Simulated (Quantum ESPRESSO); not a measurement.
# TaF3: zone-centre phonons under several settings

```
Ta F
1.0
     3.90120    0.00000    0.00000
     0.00000    3.90120    0.00000
     0.00000    0.00000    3.90120
Ta F
1 3
Direct
  0.00000 0.00000 0.00000
  0.00000 0.00000 0.50000
  0.00000 0.50000 0.00000
  0.50000 0.00000 0.00000
```

All runs used Quantum ESPRESSO 7.5; k mesh 7 × 7 × 7; relaxed cell; no spin polarisation.

```csv
level,potentials,cutoff (eV),occupations,volume (Å³/atom),pressure (GPa),lowest optical mode without the field (cm⁻¹),highest optical mode without the field (cm⁻¹)
PBEsol,PseudoDojo 0.4.1 SR PBEsol standard,1143,"cold, width 0.136 eV",16.79,0.2,231,548
PBE,JTH 2.0 PBE,707,"cold, width 0.272 eV",?,-0.3,?,?
```

Question: What stands in the row left open?

Answer: Volume 17.45 Å³/atom; lowest optical mode without the field 229 cm⁻¹; highest optical mode without the field 521 cm⁻¹.

Caveats: the mesh is thin for the phonons of a metal; the volume moved by over 15 % at a fixed basis, so the end points are rough (some runs).

For the row left open. Caveat: the mesh is thin for the phonons of a metal; the volume moved by over 15 % at a fixed basis, so the end points are rough.
